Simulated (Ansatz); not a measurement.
# AlC: a trial structure relaxed, part 2 of 2

Aim: relax a trial structure of AlC and see where it ends.

Ansatz 0.2.0; DFT PBE, scalar-relativistic, plane waves, PAW. The steps go on from the part before.

## (5) Spin check on a coarse mesh

The input, input.yaml:

```yaml
crystal:
  lattice:
    - [2.9790006916, 0.0, 0.0]
    - [-1.4895003458, 2.5798902768, 0.0]
    - [0.0, 0.0, 3.7812621138]
  atoms:
    - { symbol: Al, position: [0.0, 0.0, 0.5] }
    - { symbol: C, position: [0.0, 0.0, 0.0], spin: 1.0 }
basis:
  ecutwfc: 420
kpoints:
  mp_grid: { grid: [6, 6, 4] }
hamiltonian:
  xc: pbe
scf:
  occupations: { method: gaussian, width: 0.1 }
  lower_state_search: "off"
output:
  forces: true
  stress: true
  eigenvalues: true
  populations: true
magnetization:
  spin_polarized: true
```

The run is started by

```console
$ ansatz run input.yaml --threads 1 --pin off --max-ram 2560MiB --backend cpu --events-out ev --progress --plain --runs-dir out
```

Standard output, cut to the lines that bear on the results:

```text
[...]
SCF converged after 18 iterations
Magnetization: 0.0000 μB (3.5000 up, 3.5000 down)
Absolute magnetization: 0.0000 μB (∫|ρ↑−ρ↓|, with the PAW one-centre terms)
Spin contamination: 0.0000 ħ² per cell (⟨S²⟩ above its minimum at these occupations)
Per-site moments (μB) at R_I (Å): [(9.972162801982964e-9, 0.77988531097125), (1.2211342477242452e-8, 0.77988531097125)]
Free energy (F): -784.637190 eV
[...]
        0.000000      -0.014736       0.000000
        0.000000       0.000000      -0.236400
  P = ⅓ Tr σ = -0.0886 GPa (-0.886 kbar)
--- Band table (eV; the first three rows and the last of 42) ---
  k-point 0 ↑: bands = ["-6.9027", "1.3694", "2.9563", "7.4708", "7.4708", "17.0021", "17.5400", "17.5400"]
[...]
--- Löwdin populations: 2 sites ---
  site symbol       q [e]    m [muB]
     0     Al      2.4649     0.0000
     1      C      4.4735    -0.0000
  spilling = 0.008799 (of n_electrons = 7.000000)
```

It took 1.5 s on 1 thread of Arm Neoverse V2, shared host; peak memory 0.24 GiB.

Site by site:

| atom | Löwdin electrons |
| --- | --- |
| Al1 | 2.46 |
| C2 | 4.47 |

The same cell is solved with trial moments on C. The largest site moment that stays is 0.00 μB and the cell's total 0.00 μB. The workflow keeps spin only above 0.25 μB on a site, so the next run goes without spin.

## (6) Final relaxation

The end of the coarse run is made exact in the group found at a tolerance of 0.06 Å and reduced to its primitive cell.

The input, input.yaml:

```yaml
crystal:
  lattice:
    - [2.9790006916, 0.0, 0.0]
    - [-1.4895003458, 2.5798902768, 0.0]
    - [0.0, 0.0, 3.7812621138]
  atoms:
    - { symbol: Al, position: [0.0, 0.0, 0.5] }
    - { symbol: C, position: [0.0, 0.0, 0.0] }
basis:
  ecutwfc: 420
kpoints:
  mp_grid: { grid: [24, 24, 14] }
hamiltonian:
  xc: pbe
scf:
  occupations: { method: gaussian, width: 0.1 }
output:
  forces: true
  stress: true
  eigenvalues: true
  write_density: true
  write_potential: true
  elf: true
  volumetric_format: npy
relax:
  adjacent_minimum: "off"
  f_tol: 0.01
  max_steps: 80
  cell: { stress_tol: 0.05 }
```

The run is started by

```console
$ ansatz run input.yaml --threads 1 --pin off --max-ram 2560MiB --backend cpu --events-out ev --progress --plain --runs-dir out
```

Standard output:

```text
Warning: RAYON_NUM_THREADS=1 ignored (pool sized by the plan → 1); use --threads N
[... 9 set-up lines as earlier in the session ...]
Crystal: 2 atoms, lattice volume = 29.061 Å³
Basis set: ecut = 420 eV, 541 PW (Γ), exchange–correlation on 40×40×54 points (8 copies of the dense FFT grid, shifted against one another)
Bands: 8, of which v1, the nominal top of the filled ones, is band 4 counted from 1 (3 counted from 0)
[... 1 set-up line as earlier in the session ...]
Space group: P6/mmm (ITA 191), of the structure as read, at distance tolerance 3.1e-5 Å
k-points: 488 of 8064
[... 8 set-up lines as earlier in the session ...]
SCF iter   1: F=—  HF=-784.649725 eV  |F-HF|=—  |Δ(HF+E_count)|=         —  Δρ=1.36e-2  dr2=1.21e-1  ethr=1.77e-3  ⟨swp⟩=5.2  Hψ=29490  notcnv=0
preconditioner: auto → none  [metal: Δε(μ)=0.012 eV  Ē_g=10.764 eV  σ=0.100 eV  W_gap=0.07  n_scr=2 (ndim 8)  ℏωp=18.2 eV  f_vac=0.000  D(μ)=1.07/eV (n_scr^D=8)  sad-step TF]
SCF iter   2: F=—  HF=-784.635197 eV  |F-HF|=—  |Δ(HF+E_count)|=   1.45e-2  Δρ=8.77e-3  dr2=5.35e-2  ethr=1.72e-3  ⟨swp⟩=1.0  Hψ=7808  notcnv=0  defer=1
SCF iter   3: F=—  HF=-784.624107 eV  |F-HF|=—  |Δ(HF+E_count)|=   1.11e-2  Δρ=1.27e-3  dr2=2.41e-4  ethr=7.64e-4  ⟨swp⟩=2.4  Hψ=5326  notcnv=0  defer=6
SCF iter   4: F=—  HF=-784.624197 eV  |F-HF|=—  |Δ(HF+E_count)|=   8.98e-5  Δρ=1.08e-4  dr2=2.44e-6  ethr=3.45e-6  ⟨swp⟩=2.2  Hψ=5277  notcnv=0  defer=6
SCF iter   5: F=—  HF=-784.624364 eV  |F-HF|=—  |Δ(HF+E_count)|=   1.67e-4  Δρ=1.69e-5  dr2=6.47e-8  ethr=1.43e-9  ⟨swp⟩=7.6  Hψ=26248  notcnv=0
SCF iter   6: F=-784.624364 eV  HF=-784.624364 eV  |F-HF|=2.32e-10  |Δ(HF+E_count)|=   2.36e-8  Δρ=1.59e-6  dr2=3.09e-10  ethr=9.24e-10  ⟨swp⟩=4.9  Hψ=17360  notcnv=0
SCF 1 converged in 6 iterations: F = -784.624364 eV  dr2 = 3.09e-10
relax step   1: F+E_penalty+E_count = -784.62436373 eV  Δ(F+E_penalty+E_count) = +0.000e0 eV  max|allowed force component| = 1.926e-34 eV/Å  Δτ_max = 0.0000 Å  P = -0.086 GPa  Ω = 29.061 Å³  (6 SCF iters, dr2 threshold 1.00e-7 eV, accepted)
Crystal: 2 atoms, lattice volume = 28.353 Å³
[... 2 set-up lines as earlier in the session ...]
iter 1 solved again at ethr=8.73e-5 eV; its pass at ethr=3.10e-3 eV (dr2=6.11e-3 eV) is discarded
SCF iter   1: F=—  HF=-784.630373 eV  |F-HF|=—  |Δ(HF+E_count)|=         —  Δρ=2.97e-3  dr2=5.94e-3  ethr=8.73e-5  ⟨swp⟩=1.0  Hψ=33802  notcnv=0
preconditioner: auto → none  [metal: Δε(μ)=0.002 eV  Ē_g=10.910 eV  σ=0.100 eV  W_gap=0.01  n_scr=2 (ndim 8)  ℏωp=18.5 eV  f_vac=0.000  D(μ)=1.14/eV (n_scr^D=8)]
SCF iter   2: F=—  HF=-784.629067 eV  |F-HF|=—  |Δ(HF+E_count)|=   1.31e-3  Δρ=4.51e-4  dr2=6.10e-5  ethr=8.49e-5  ⟨swp⟩=1.0  Hψ=3904  notcnv=0
SCF iter   3: F=—  HF=-784.629245 eV  |F-HF|=—  |Δ(HF+E_count)|=   1.78e-4  Δρ=1.70e-4  dr2=2.57e-6  ethr=8.72e-7  ⟨swp⟩=2.0  Hψ=5114  notcnv=0
iter 4 did not close the SCF: its close was put off for the readings that it lacked (scf_convergence_deferred on its scf_iter line)
SCF iter   4: F=-784.629250 eV  HF=-784.629250 eV  |F-HF|=4.72e-10  |Δ(HF+E_count)|=   4.40e-6  Δρ=8.01e-6  dr2=1.34e-8  ethr=3.67e-8  ⟨swp⟩=2.1  Hψ=5317  notcnv=0
iter 5 did not close the SCF: its close was put off for the readings that it lacked (scf_convergence_deferred on its scf_iter line)
SCF iter   5: F=-784.629250 eV  HF=-784.629250 eV  |F-HF|=5.69e-10  |Δ(HF+E_count)|=   3.88e-9  Δρ=2.15e-6  dr2=4.98e-10  ethr=1.91e-10  ⟨swp⟩=1.6  Hψ=4612  notcnv=0
SCF iter   6: F=-784.629250 eV  HF=-784.629250 eV  |F-HF|=2.27e-12  |Δ(HF+E_count)|=  6.39e-10  Δρ=1.66e-7  dr2=3.86e-12  ethr=7.12e-12  ⟨swp⟩=3.8  Hψ=15865  notcnv=0
the search or the solves at the SCF's close seem to have found levels that the self-consistency loop had missed (the run counts 3). By its estimate they hold under 1e-12 electrons; where the run keeps them, the occupations were computed again with them
SCF 2 converged in 6 iterations: F = -784.629250 eV  dr2 = 3.86e-12
relax step   2: F+E_penalty+E_count = -784.62924963 eV  Δ(F+E_penalty+E_count) = -4.886e-3 eV  max|allowed force component| = 2.568e-34 eV/Å  Δτ_max = 0.0000 Å  P = +0.934 GPa  Ω = 28.353 Å³  energy of the carried Pulay correction = +8.549e-4 eV  (6 SCF iters, dr2 threshold 2.00e-7 eV, accepted)
Crystal: 2 atoms, lattice volume = 27.883 Å³
Basis set: ecut = 420 eV, 553 PW (Γ), exchange–correlation on 40×40×54 points (8 copies of the dense FFT grid, shifted against one another)
iter 1 solved again at ethr=1.53e-3 eV; its pass at ethr=3.10e-3 eV (dr2=1.07e-1 eV) is discarded
SCF iter   1: F=—  HF=-784.652114 eV  |F-HF|=—  |Δ(HF+E_count)|=         —  Δρ=1.24e-2  dr2=1.01e-1  ethr=1.53e-3  ⟨swp⟩=1.0  Hψ=35732  notcnv=0
preconditioner: auto → none  [metal: Δε(μ)=0.006 eV  Ē_g=10.783 eV  σ=0.100 eV  W_gap=0.04  n_scr=2 (ndim 8)  ℏωp=18.6 eV  f_vac=0.000  D(μ)=1.18/eV (n_scr^D=8)]
SCF iter   2: F=—  HF=-784.630177 eV  |F-HF|=—  |Δ(HF+E_count)|=   2.19e-2  Δρ=2.34e-3  dr2=1.75e-3  ethr=1.45e-3  ⟨swp⟩=1.7  Hψ=4506  notcnv=0
SCF iter   3: F=—  HF=-784.629812 eV  |F-HF|=—  |Δ(HF+E_count)|=   3.65e-4  Δρ=7.05e-4  dr2=1.01e-4  ethr=2.50e-5  ⟨swp⟩=1.5  Hψ=4691  notcnv=0
SCF iter   4: F=—  HF=-784.630031 eV  |F-HF|=—  |Δ(HF+E_count)|=   2.18e-4  Δρ=1.03e-4  dr2=1.14e-6  ethr=1.45e-6  ⟨swp⟩=2.2  Hψ=5664  notcnv=0
iter 5 did not close the SCF: its close was put off for the readings that it lacked (scf_convergence_deferred on its scf_iter line)
SCF iter   5: F=-784.630033 eV  HF=-784.630033 eV  |F-HF|=2.18e-8  |Δ(HF+E_count)|=   2.01e-6  Δρ=1.34e-5  dr2=5.17e-8  ethr=1.63e-8  ⟨swp⟩=2.5  Hψ=5600  notcnv=0
SCF iter   6: F=-784.630033 eV  HF=-784.630033 eV  |F-HF|=1.33e-9  |Δ(HF+E_count)|=   4.47e-9  Δρ=2.76e-6  dr2=2.17e-9  ethr=7.39e-10  ⟨swp⟩=4.9  Hψ=17547  notcnv=0
the search or the solves at the SCF's close seem to have found levels that the self-consistency loop had missed (the run counts 1). By its estimate they hold under 1e-12 electrons; where the run keeps them, the occupations were computed again with them
SCF 3 converged in 6 iterations: F = -784.630033 eV  dr2 = 2.17e-9
relax step   3: F+E_penalty+E_count = -784.63003254 eV  Δ(F+E_penalty+E_count) = -7.829e-4 eV  max|allowed force component| = 1.072e-32 eV/Å  Δτ_max = 0.0000 Å  P = -1.589 GPa  Ω = 27.883 Å³  energy of the carried Pulay correction = +1.230e-3 eV  (6 SCF iters, dr2 threshold 2.00e-7 eV, accepted)
[... 13 lines left out ...]
relax step   4: F+E_penalty+E_count = -784.63335226 eV  Δ(F+E_penalty+E_count) = -3.320e-3 eV  max|allowed force component| = 2.568e-34 eV/Å  Δτ_max = 0.0000 Å  P = -0.077 GPa  Ω = 27.789 Å³  energy of the carried Pulay correction = +1.436e-3 eV  (6 SCF iters, dr2 threshold 2.00e-7 eV, accepted)
[... 13 lines left out ...]
relax step   5: F+E_penalty+E_count = -784.63331248 eV  Δ(F+E_penalty+E_count) = +3.979e-5 eV  max|allowed force component| = 5.136e-34 eV/Å  Δτ_max = 0.0000 Å  P = -0.087 GPa  Ω = 27.910 Å³  energy of the carried Pulay correction = +1.299e-3 eV  (6 SCF iters, dr2 threshold 2.00e-7 eV, accepted)
[... 13 lines left out ...]
relax step   6: F+E_penalty+E_count = -784.63334336 eV  Δ(F+E_penalty+E_count) = -3.088e-5 eV  max|allowed force component| = 3.210e-35 eV/Å  Δτ_max = 0.0000 Å  P = -0.001 GPa  Ω = 27.892 Å³  energy of the carried Pulay correction = +1.324e-3 eV  (6 SCF iters, accepted)
[... 10 lines left out ...]
relax step   7: F+E_penalty+E_count = -784.63242267 eV  Δ(F+E_penalty+E_count) = +9.207e-4 eV  max|allowed force component| = 7.864e-34 eV/Å  Δτ_max = 0.0000 Å  P = -0.045 GPa  Ω = 27.892 Å³  stress off target by 7.55e-2 GPa  SCF on the basis re-selected at this cell (its energy is not comparable with the rows above)  (6 SCF iters)
[... 12 lines left out ...]
relax step   8: F+E_penalty+E_count = -784.63251894 eV  Δ(F+E_penalty+E_count) = -9.626e-5 eV  max|allowed force component| = 5.136e-34 eV/Å  Δτ_max = 0.0000 Å  P = -0.002 GPa  Ω = 27.834 Å³  energy of the carried Pulay correction = +7.556e-5 eV  (6 SCF iters, accepted)
iter 1 solved again at ethr=1.06e-7 eV; its pass at ethr=3.10e-3 eV (dr2=7.39e-6 eV) is discarded
SCF iter   1: F=—  HF=-784.632246 eV  |F-HF|=—  |Δ(HF+E_count)|=         —  Δρ=1.22e-5  dr2=2.82e-8  ethr=1.06e-7  ⟨swp⟩=2.9  Hψ=38998  notcnv=0
preconditioner: auto → none  [metal: Δε(μ)=0.010 eV  Ē_g=10.934 eV  σ=0.100 eV  W_gap=0.06  n_scr=2 (ndim 8)  ℏωp=18.6 eV  f_vac=0.000  D(μ)=1.30/eV (n_scr^D=8)]
SCF iter   2: F=—  HF=-784.632438 eV  |F-HF|=—  |Δ(HF+E_count)|=   1.92e-4  Δρ=6.49e-6  dr2=1.03e-8  ethr=4.03e-10  ⟨swp⟩=2.4  Hψ=6021  notcnv=0
SCF iter   3: F=—  HF=-784.632438 eV  |F-HF|=—  |Δ(HF+E_count)|=  6.03e-10  Δρ=4.28e-6  dr2=2.66e-9  ethr=1.47e-10  ⟨swp⟩=1.0  Hψ=3904  notcnv=0
iter 4 did not close the SCF: its close was put off for the readings that it lacked (scf_convergence_deferred on its scf_iter line)
SCF iter   4: F=-784.632438 eV  HF=-784.632438 eV  |F-HF|=7.19e-11  |Δ(HF+E_count)|=   2.51e-9  Δρ=5.62e-7  dr2=1.57e-11  ethr=3.79e-11  ⟨swp⟩=2.0  Hψ=5639  notcnv=0
iter 5 did not close the SCF: its close was put off for the readings that it lacked (scf_convergence_deferred on its scf_iter line)
SCF iter   5: F=-784.632438 eV  HF=-784.632438 eV  |F-HF|=7.16e-12  |Δ(HF+E_count)|=  7.73e-11  Δρ=2.23e-7  dr2=1.38e-11  ethr=1.00e-12  ⟨swp⟩=2.0  Hψ=5344  notcnv=0
SCF iter   6: F=-784.632438 eV  HF=-784.632438 eV  |F-HF|=1.36e-12  |Δ(HF+E_count)|=  1.02e-12  Δρ=1.09e-7  dr2=3.05e-12  ethr=1.00e-12  ⟨swp⟩=3.0  Hψ=13214  notcnv=0
SCF 9 converged in 6 iterations: F = -784.632438 eV  dr2 = 3.05e-12
relax step   9: F+E_penalty+E_count = -784.63243794 eV  Δ(F+E_penalty+E_count) = +8.099e-5 eV  max|allowed force component| = 2.568e-34 eV/Å  Δτ_max = 0.0000 Å  P = -0.005 GPa  Ω = 27.834 Å³  stress off target by 1.19e-2 GPa  SCF on the basis re-selected at this cell (its energy is not comparable with the rows above)  (6 SCF iters)
basis re-selected at this cell: Δ(F+E_penalty+E_count) = +8.099e-5 eV, ΔP = -0.003 GPa vs the last step (what re-selecting the basis moved, of the pressure what is left beyond the Pulay correction that the steps carried, after the strain that the cell walked since its last selection, with what the two solves' SCF thresholds leave and, on support functions, any second-order correction that the steps lacked; it is no measure of the basis error at this ecutwfc). This SCF's stress stands 1.19e-2 GPa from its target on what of the cell is left free (relax.cell.stress_tol is 5.00e-2 GPa) and its largest allowed force component is 2.57e-34 eV/Å (relax.f_tol is 1.00e-2 eV/Å): within both
SCF converged after 6 iterations
Free energy (F): -784.632438 eV
Harris-Foulkes:  -784.632438 eV  (|F-HF|=1.36e-12)
Internal energy: -784.625946 eV  (E = F + TS)
E sigma→0 (E₀):  -784.629192 eV
Entropy (-TS):   -0.006492 eV (-3.246 meV/atom)
Fermi energy:    6.175170 eV
--- Per-component energies (eV) ---
  E_band       = 5.632643
  E_kinetic    = 103.088901
  E_local      = -100.870983  (includes V_loc(G=0)·N_el)
  E_nonlocal   = 38.765611
  E_hartree    = 29.174588
  E_xc         = -85.092841
  E_vxc        = -84.834031  (∫ρ·V_xc dr)
  E_paw        = -565.540161  (= ΣΔE_a)
  E_vpaw       = -8.866043  (= ΣTr[D̂ρ^β])
  E_aug_tail   = 0.000002  (compensation charges beyond the density's cutoff)
  E_ewald      = -204.151063
  E_smearing   = -0.006492  (= −TS)
  E_closure    = 0.000000  (closes the sum)
  Σ components = -784.632438   (vs F -784.632438, Δ=0.00e0)
--- Forces (eV/Å), atoms counted from 1 ---
  atom   1  Al     0.00000000     0.00000000     0.00000000
  atom   2  C     -0.00000000    -0.00000000     0.00000000
  max |Σ_I F_I| component: 5.14e-34 eV/Å
--- Stress (GPa, compression-positive) ---
       -0.011945      -0.000000       0.000000
       -0.000000      -0.011945       0.000000
        0.000000       0.000000       0.009206
  P = ⅓ Tr σ = -0.0049 GPa (-0.049 kbar)
--- Band table (eV; the first three rows and the last of 488) ---
  k-point 0: bands = ["-6.6997", "1.5529", "2.8869", "8.2568", "8.2568", "17.9915", "18.1561", "18.5528"]
  k-point 1: bands = ["-6.6612", "1.0140", "3.4567", "8.2613", "8.2613", "17.8324", "18.2170", "18.5854"]
  k-point 2: bands = ["-6.5476", "0.1483", "4.4112", "8.2746", "8.2746", "17.4350", "18.3533", "18.6803"]
  k-point 487: bands = ["-2.8029", "1.9069", "4.0265", "4.0265", "5.8635", "5.8635", "14.5103", "19.3351"]
--- Relaxed structure (7 steps of the walk, 7 accepted, 2 SCFs on fresh bases) ---
  F+E_penalty+E_count = -784.63243794 eV   max|allowed force component| = 2.568e-34 eV/Å   (the final SCF, on the basis selected at the relaxed cell)
  cell:  # Å, volume = 27.8344 Å³
    - [2.894796441114612, 0.0, 0.0]
    - [-1.447398220557306, 2.5069672567900376, 0.0]
    - [0.0, 0.0, 3.8354351524281545]
  atoms:
    - { symbol: Al, position: [-3.951680942519105e-38, -1.2112359366699758e-37, 0.49999999999999994] }
    - { symbol: C, position: [3.951680942519105e-38, 1.2112359366699758e-37, 0.0] }
```

It took 63 s on 1 thread of Arm Neoverse V2, shared host; peak memory 0.42 GiB.

Relaxation path:

```
step  E - E(step 1) (eV/cell)  largest force component (eV/Å)  pressure (GPa)  volume (Å³)
   1                   0.0000                          0.0000           -0.09        29.06
   2                  -0.0049                          0.0000            0.93        28.35
   3                  -0.0057                          0.0000           -1.59        27.88
   4                  -0.0090                          0.0000           -0.08        27.79
   5                  -0.0089                          0.0000           -0.09        27.91
   6                  -0.0090                          0.0000            0.00        27.89
   7                  -0.0081                          0.0000           -0.04        27.89
   8                  -0.0082                          0.0000            0.00        27.83
   9                  -0.0081                          0.0000            0.00        27.83
```

Step 1 is the start. Steps 7, 9 each repeat the geometry before them on a plane-wave basis chosen anew, so the energy can jump there without any move.

|  | before | after | change |
| --- | --- | --- | --- |
| a (Å) | 2.979 | 2.895 | -2.8 % |
| b (Å) | 2.979 | 2.895 | -2.8 % |
| c (Å) | 3.781 | 3.835 | +1.4 % |
| volume (Å³/atom) | 14.53 | 13.92 | -4.2 % |
| shortest distance (Å) | 1.891 | 1.918 | +1.4 % |
| space group (0.01 Å) | P6/mmm | P6/mmm | same |

The run keeps the 24 symmetry operations of the start, so it could not have lowered the symmetry.

Density in a lattice plane of the grid's cell (edges 2.89 and 3.84 Å, at 0.000 of the third edge), which holds Al and C.

Ten even steps from '0' (0.06 e/Å³) to '9' (1.95 e/Å³):
```
987532100000123578
997531100000113579
765421000000012456
543211000000011234
332210000000001223
111110000000001111
000000000000000000
000000000000000000
000000000000000000
000000000000000000
000000000000000000
000000000000000000
000000000000000000
111110000000001111
332210000000001223
543211000000011234
765421000000012456
997531100000113579
987532100000123578
777532100000123577
```
Columns run along the first of these edges and rows up along the second, over one cell in 18 and 20 even steps from the bottom left corner. Atoms in the plane (fractional): Al at (1.00, 0.50), C at (0.00, 0.00).

ELF in the same plane.

Ten even steps from ' ' (0.00) to '@' (0.94):
```
::--++######++--......--++######++--
%%%%%%%%%%##++--......--++##%%%%%%%%
@@@@@@@@%%##++--......--++##%%@@@@@@
@@@@@@@@%%##==--......--==##%%@@@@@@
@@@@@@%%##**==--::::::--==**##%%@@@@
%%%%####**++==----::----==++**####%%
::::----======================----::
        ::--==++++++++++==--::      
..      ..--++**********++--..      
....    ..--++**********++--..    ..
..      ..--++**********++--..      
        ::--==++++++++++==--::      
::::----======================----::
%%%%####**++==----::----==++**####%%
@@@@@@%%##**==--::::::--==**##%%@@@@
@@@@@@@@%%##==--......--==##%%@@@@@@
@@@@@@@@%%##++--......--++##%%@@@@@@
%%%%%%%%%%##++--......--++##%%%%%%%%
::--++######++--......--++######++--
  ..--++####++--......--++####++--..
```
Columns run along the first of these edges and rows up along the second, over one cell in 18 and 20 even steps from the bottom left corner. Atoms in the plane (fractional): Al at (1.00, 0.50), C at (0.00, 0.00).

Both are smooth fields of the valence electrons: close to the nuclei they are not physical.

Maxima of ELF outside the ion cores: 0.94 on the C–Al line, 0.8 Å from C; 0.62 on the Al–Al line, 1.4 Å from Al.

## (7) Changed: mp_grid.shift [0.5, 0.5, 0.5]

The input, input.yaml:

```yaml
crystal:
  lattice:
    - [2.8947964411, 0.0, 0.0]
    - [-1.4473982206, 2.5069672568, 0.0]
    - [0.0, 0.0, 3.8354351524]
  atoms:
    - { symbol: Al, position: [0.0, 0.0, 0.5] }
    - { symbol: C, position: [0.0, 0.0, 0.0] }
basis:
  ecutwfc: 420
kpoints:
  mp_grid: { grid: [24, 24, 14], shift: [0.5, 0.5, 0.5] }
hamiltonian:
  xc: pbe
scf:
  occupations: { method: gaussian, width: 0.1 }
output:
  forces: true
  eigenvalues: true
  stress: true
```

The run is started by

```console
$ ansatz run input.yaml --threads 1 --pin off --max-ram 2560MiB --backend cpu --events-out ev --progress --plain --runs-dir out
```

Standard output, cut to the lines that bear on the results:

```text
Warning: crystal.symmetry: narrowed to the stabiliser of the k-point mesh — unitary ops 24 → 8; excluded 16 operations that carry a point of the 24×24×14 mesh (shift [0.5, 0.5, 0.5]) off the mesh (the run samples exactly the mesh kpoints.mp_grid names, as under crystal.symmetry.detect: [...]
Warning: RAYON_NUM_THREADS=1 ignored (pool sized by the plan → 1); use --threads N
[...]
[... 3 set-up lines as earlier in the session ...]
[...]
Free energy (F): -784.633371 eV
[...]
E sigma→0 (E₀):  -784.630433 eV
Entropy (-TS):   -0.005876 eV (-2.938 meV/atom)
Fermi energy:    6.183066 eV
[...]
--- Forces (eV/Å), atoms counted from 1 ---
  atom   1  Al     0.00000000     0.00000000     0.00000000
  atom   2  C     -0.00000000     0.00000000     0.00000000
[...]
--- Stress (GPa, compression-positive) ---
        0.167083      -0.059782       0.000000
       -0.059782       0.098053       0.000000
        0.000000       0.000000      -0.111730
  P = ⅓ Tr σ = 0.0511 GPa (0.511 kbar)
--- Band table (eV; the first three rows and the last of 1092) ---
  k-point 0: bands = ["-6.6636", "1.4042", "3.0821", "8.1841", "8.2411", "17.8734", "18.1797", "18.2144"]
[...]
```

It took 14 s on 1 thread of Arm Neoverse V2, shared host; peak memory 0.52 GiB.

| run | ending | energy change | pressure (GPa) | gap (eV) | force (eV/Å) | cycles | time |
| --- | --- | --- | --- | --- | --- | --- | --- |
| step 6 | converged | 0 | 0.0 | 0.00 | 0.00 | - | 63 s |
| variant | converged | -0.5 meV/atom | 0.1 | 0.00 | 0.00 | 6 | 14 s |

Changing the k-point mesh hardly moves the energy: -0.5 meV/atom.

## (8) Summary of results

The summary covers parts 1 to 2. Changes of volume or cell count from the first structure of part 1.

```
                              quantity                                                                       value
symmetry at the end (tolerance 0.05 Å)                                                space group P6/mmm (No. 191)
                     conventional cell  a = 2.895 Å, b = 2.895 Å, c = 3.835 Å, α = 90.00°, β = 90.00°, γ = 120.00°
                                volume                                                               13.92 Å³/atom
              energy over the elements                                                               +1.91 eV/atom
                       gap on the mesh                                                                none (metal)
```

The space group P6/mmm (No. 191) is kept, and the volume per atom shrinks by 16.6 % from the first guess. The formation energy is positive, so the separate elements lie lower. No finished test with a distortion of lower symmetry is shown, so the end may be a saddle point. Other magnetic orders were not searched.
